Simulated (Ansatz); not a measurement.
**CH7GaN2: how energies converge with the basis set**

One table from this session's results is given with a row withheld; the runs are named, their logs left out.

Computed with Ansatz 0.2.0, Gaussian basis. Level: one geometry, several basis sets.

The runs, in order: PBE0-D4/def2-SVP; ωB97M-V/def2-SVP; PBE0-D4/def2-QZVPP; ωB97M-V/def2-QZVPP; the functionals' def2-TZVPP values are taken from earlier runs.

## The geometry

The geometry comes from an earlier relaxation with PBE0-D4 in a triple-zeta def2 set; it is a stationary point, not always the lowest conformer.

SMILES `[CH3][Ga]([NH2])[NH2]`, 11 atoms, charge 0, spin multiplicity 1.

Atoms are counted from 1 here; the program's logs count them from 0.

Bond lengths: C1–Ga2 1.957 Å, C1–H5 1.091 Å, C1–H6 1.092 Å, C1–H7 1.092 Å, Ga2–N3 1.823 Å, Ga2–N4 1.822 Å, N3–H8 1.005 Å, N3–H9 1.005 Å, N4–H10 1.005 Å, N4–H11 1.005 Å. Angles: Ga2–C1–H5 111.3°, Ga2–C1–H6 110.5°, Ga2–C1–H7 110.7°, H5–C1–H6 108.1°, H5–C1–H7 108.5°, H6–C1–H7 107.7°, C1–Ga2–N3 122.0°, C1–Ga2–N4 122.2°, N3–Ga2–N4 115.8°, Ga2–N3–H8 123.8°, Ga2–N3–H9 122.8°, H8–N3–H9 111.4°, Ga2–N4–H10 122.9°, Ga2–N4–H11 124.1°, H10–N4–H11 111.5°.

The first run:

in.yaml reads:

```yaml
crystal:
  periodic: [false, false, false]
  atoms:
    - {symbol: C, position_ang: [-0.606354, 1.659142, 0.052941]}
    - {symbol: Ga, position_ang: [0.065325, -0.178067, -0.007436]}
    - {symbol: N, position_ang: [0.086438, -1.247696, 1.468898]}
    - {symbol: N, position_ang: [0.708390, -0.928239, -1.538469]}
    - {symbol: H, position_ang: [-0.742607, 2.064795, -0.950498]}
    - {symbol: H, position_ang: [0.093961, 2.304243, 0.588201]}
    - {symbol: H, position_ang: [-1.563569, 1.702138, 0.576164]}
    - {symbol: H, position_ang: [0.531920, -2.148513, 1.500137]}
    - {symbol: H, position_ang: [-0.110154, -0.903570, 2.392593]}
    - {symbol: H, position_ang: [0.628034, -0.487200, -2.437951]}
    - {symbol: H, position_ang: [0.974115, -1.894032, -1.623879]}
basis:
  gaussian: {orbitals: def2-SVP}
hamiltonian: {xc: pbe0, dispersion: d4}
output: {orbitals: {seedname: orbitals}}
```

Among the steps run: PBE0-D4 in def2-SVP; ωB97M-V in def2-SVP; PBE0-D4 in def2-QZVPP; ωB97M-V in def2-QZVPP.

One table of the session follows, with a row left open; its other results are not shown here.

It belongs to the step «Density functionals: the series». 

```
functional       basis  HOMO (eV)  LUMO (eV)
   PBE0-D4    def2-SVP      -6.28       0.87
   PBE0-D4  def2-TZVPP      -6.57       0.44
   PBE0-D4  def2-QZVPP      -6.65       0.10
   ωB97M-V    def2-SVP          ?          ?
   ωB97M-V  def2-TZVPP      -8.96       1.92
   ωB97M-V  def2-QZVPP      -9.03       1.35
```

Estimate the missing values for ωB97M-V, def2-SVP.

The run gave: HOMO (eV): -8.65; LUMO (eV): 2.45. In the column «HOMO (eV)» it lies between ωB97M-V, def2-TZVPP (-8.96) and PBE0-D4, def2-QZVPP (-6.65).
